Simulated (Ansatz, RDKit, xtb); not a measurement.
# C6H6BF: which of the isomers drawn lies lowest?, part 2 of 2

A sample of isomers of C6H6BF is drawn. Aim: find which of them has the lowest free energy at 298.15 K, then its properties. The sample is small against all isomers, and the most stable one of this formula need not be in it.

xtb, Ansatz and PySCF; isolated molecules. The steps go on from the part before.

### Step 10. c191a at MP2/def2-TZVPP

Contents of input.yaml:

```yaml
crystal:
  periodic: [false, false, false]
  atoms:
    - {symbol: C, position_ang: [-0.844838, -0.033402, 1.231375]}
    - {symbol: C, position_ang: [-0.905554, -0.642694, -0.034997]}
    - {symbol: C, position_ang: [-0.511569, 0.045810, -1.177332]}
    - {symbol: C, position_ang: [-0.049114, 1.359430, -1.070591]}
    - {symbol: C, position_ang: [0.019375, 1.982935, 0.175562]}
    - {symbol: C, position_ang: [-0.376322, 1.288495, 1.315679]}
    - {symbol: B, position_ang: [-1.278410, -0.782427, 2.513434]}
    - {symbol: F, position_ang: [-1.721332, -2.031101, 2.431644]}
    - {symbol: H, position_ang: [-1.235030, -0.280034, 3.615861]}
    - {symbol: H, position_ang: [-1.268169, -1.671083, -0.114930]}
    - {symbol: H, position_ang: [-0.562666, -0.436865, -2.156299]}
    - {symbol: H, position_ang: [0.260691, 1.901384, -1.967934]}
    - {symbol: H, position_ang: [0.381908, 3.010641, 0.253957]}
    - {symbol: H, position_ang: [-0.323532, 1.775148, 2.293924]}
basis:
  gaussian:
    orbitals: def2-TZVPP
magnetization:
  spin_polarized: false
  initial_magnetization: 0
correlation:
  method: mp2
  frozen_orbitals: {C: 1, B: 1, H: 0, F: 1}
```

On the command line:

```bash
$ ansatz run input.yaml --threads 4 --pin off --max-ram 7830MiB --events-out events.jsonl --progress --plain --runs-dir runs
```

The program printed:

```text
Warning: RAYON_NUM_THREADS=4 ignored (pool sized by the plan → 4); use --threads N
Functional definition: HF
  name "HF"
  exchange = exact_x
  correlation = 0
2030 factors; integrals over basis functions are off by at most 1.1e-3 eV
mean field evaluation 1: about -9655.5521 eV, gradient 4.3e1 eV
mean field evaluation 2: about -9655.9317 eV, gradient 4.3e1 eV
mean field evaluation 4: about -9660.7224 eV, gradient 5.2e0 eV
mean field evaluation 8: about -9660.7985 eV, gradient 2.6e-1 eV
mean field -9660.79880604 eV, -355.0278077973 hartree, gradient 2.9e-6 eV, S^2 0.000000; 0 other end points of the search recorded, 0 dependent functions left out; unrestricted orbitals would lower it
mean field evaluation 16: about -9660.8069 eV, gradient 3.0e0 eV
8 core orbitals not correlated: weight in the atoms' cores, before any rotation towards them, 1.000 or more for the frozen orbitals, at most 0.000 for the correlated occupied ones
reference -9660.79880604 eV, -355.0278077973 hartree; 20, 20 occupied and 304, 304 virtual orbitals, 2030 factors
second order -34.87063519 eV of doubles, -0.00000000 eV of singles
Total energy: -9695.66944122 eV, -356.3092800042 hartree
```

It took 9.6 s on 4 threads of Arm Neoverse V1, shared host; peak memory 1.2 GiB.

### Step 11. c497a at CCSD(T)/def2-SVP

Contents of input.yaml:

```yaml
crystal:
  periodic: [false, false, false]
  atoms:
    - {symbol: C, position_ang: [-0.744795, -1.253342, 2.444527]}
    - {symbol: C, position_ang: [-0.616455, -0.526711, 1.318766]}
    - {symbol: C, position_ang: [-0.213894, -0.992301, -0.014240]}
    - {symbol: C, position_ang: [-0.219706, 0.074435, -0.846055]}
    - {symbol: C, position_ang: [-0.624697, 1.287586, -0.102682]}
    - {symbol: C, position_ang: [-0.859025, 0.913817, 1.190867]}
    - {symbol: B, position_ang: [-0.775557, 2.727445, -0.621205]}
    - {symbol: F, position_ang: [-0.529300, 3.007445, -1.896706]}
    - {symbol: H, position_ang: [-0.543956, -2.328117, 2.454944]}
    - {symbol: H, position_ang: [-1.054601, -0.788957, 3.384581]}
    - {symbol: H, position_ang: [0.039095, -2.023833, -0.258638]}
    - {symbol: H, position_ang: [0.031933, 0.067294, -1.907466]}
    - {symbol: H, position_ang: [-1.117187, 3.644430, 0.094006]}
    - {symbol: H, position_ang: [-1.174893, 1.563612, 2.008416]}
basis:
  gaussian:
    orbitals: def2-SVP
magnetization:
  spin_polarized: false
correlation:
  method: ccsd_t
  frozen_orbitals: {C: 1, B: 1, H: 0, F: 1}
```

On the command line:

```bash
$ ansatz run input.yaml --threads 4 --pin off --max-ram 7830MiB --events-out events.jsonl --progress --plain --runs-dir runs
```

The program printed (excerpt; [...] marks lines left out):

```text
Warning: RAYON_NUM_THREADS=4 ignored (pool sized by the plan → 4); use --threads N
Functional definition: HF
  name "HF"
[...]
1454 factors; integrals over basis functions are off by at most 1.4e-3 eV
[...]
mean field -9648.34006899 eV, -354.5699576555 hartree, gradient 1.2e-6 eV, S^2 0.000000; 0 other end points of the search recorded, 0 dependent functions left out; unrestricted orbitals would lower it
8 core orbitals not correlated: weight in the atoms' cores, before any rotation towards them, 1.000 or more for the frozen orbitals, at most 0.000 for the correlated occupied ones
reference -9648.34006899 eV, -354.5699576555 hartree; 20, 20 occupied and 114, 114 virtual orbitals, 1454 factors
second order -28.20668199 eV of doubles, -0.00000000 eV of singles
cycle   1  -28.62756152 eV  change   -4.2e-1 eV  update   1.3e-1
[...]
cycle  11  -29.61292903 eV  change    4.3e-5 eV  update   3.0e-5
perturbative correction -1.16943521 eV, -0.0429759513 hartree
Total energy: -9679.12243323 eV, -355.7011886762 hartree
```

It took 34 s on 4 threads of Arm Neoverse V1, shared host; peak memory 1.2 GiB.

For c191a, c497a, c874a the log finds that unrestricted Hartree-Fock orbitals lie lower, a sign to watch the closed-shell reference there.

### Step 12. Free energies and the winner

Energies in kcal/mol from c191a; G adds the thermal terms to the CCSD(T)/def2-SVP + MP2/def2-TZVPP - MP2/def2-SVP energy. The columns left of the relaxed level are at the tight-binding geometries.

```
label           SMILES     spin  GFN2-xTB  HF/STO-3G  r2SCAN-D4/def2-SVP  PBE0-D3(BJ)/def2-SVP  HF/def2-SVP  MP2/def2-SVP  CCSD(T)/def2-SVP + MP2/def2-TZVPP - MP2/def2-SVP     G  share at equilibrium     T1
c191a       FBc1ccccc1  singlet       0.0        0.0                 0.0                   0.0          0.0           0.0                                               0.0   0.0               100.0 %  0.012
c497a  C=C1C=CC(BF)=C1  singlet      30.4       42.9                35.6                  35.4         35.5          35.6                                              31.3  29.6               < 0.1 %  0.013
c874a       Bc1ccccc1F  singlet      32.2       43.2                50.3                  50.0         52.0          54.4                                              52.0  50.5               < 0.1 %  0.012
```

Lowest found: c191a, `FBc1ccccc1`, a singlet. Bond lengths: C1–C2 1.407 Å, C2–C3 1.391 Å, C3–C4 1.397 Å, C4–C5 1.395 Å, C1–C6 1.405 Å, C5–C6 1.392 Å, C1–B7 1.547 Å, B7–F8 1.327 Å, B7–H9 1.212 Å, C2–H10 1.093 Å, C3–H11 1.093 Å, C4–H12 1.093 Å, C5–H13 1.093 Å, C6–H14 1.094 Å. Some angles: C1–C2–C3 120.9°, C2–C1–C6 118.4°, C2–C1–B7 121.6°, C6–C1–B7 120.0°, C2–C3–C4 119.8°, C3–C4–C5 120.3°, C4–C5–C6 119.6°, C1–C6–C5 121.0°, C1–B7–F8 119.9°, C1–C2–H10 119.2°.

```xyz
14

C    -0.8448   -0.0334    1.2314
C    -0.9056   -0.6427   -0.0350
C    -0.5116    0.0458   -1.1773
C    -0.0491    1.3594   -1.0706
C     0.0194    1.9829    0.1756
C    -0.3763    1.2885    1.3157
B    -1.2784   -0.7824    2.5134
F    -1.7213   -2.0311    2.4316
H    -1.2350   -0.2800    3.6159
H    -1.2682   -1.6711   -0.1149
H    -0.5627   -0.4369   -2.1563
H     0.2607    1.9014   -1.9679
H     0.3819    3.0106    0.2540
H    -0.3235    1.7751    2.2939
```

### Step 13. Outcome

What follows sums up all 2 parts.

| quantity | value |
| --- | --- |
| lowest structure found | FBc1ccccc1, singlet |
| next finalist | C=C1C=CC(BF)=C1, singlet, 29.6 kcal/mol higher in G |
| share at equilibrium, among the finalists | 100.0 % |
| funnel | 12 starts, 11 minima at GFN2-xTB, 7 screening runs, 3 relaxed, 3 ranked |
| CPU time of all runs | 13 min |

What this shows: `FBc1ccccc1` comes out lowest. The margin of 29.6 kcal/mol over the next finalist is beyond the usual error of the last level; it says nothing of structures that weren't ranked. GFN2-xTB, HF/STO-3G, r2SCAN-D4/def2-SVP, PBE0-D3(BJ)/def2-SVP, HF/def2-SVP and MP2/def2-SVP already put its bonding pattern lowest among the structures in one piece. The largest share of the time went into the final energies (65 %). Lowest found is not proven lowest: the search is finite, and each finalist counts with one conformer. Only 11 drawn patterns were tried, so whole families of isomers are missing, and the result ranks this sample alone.
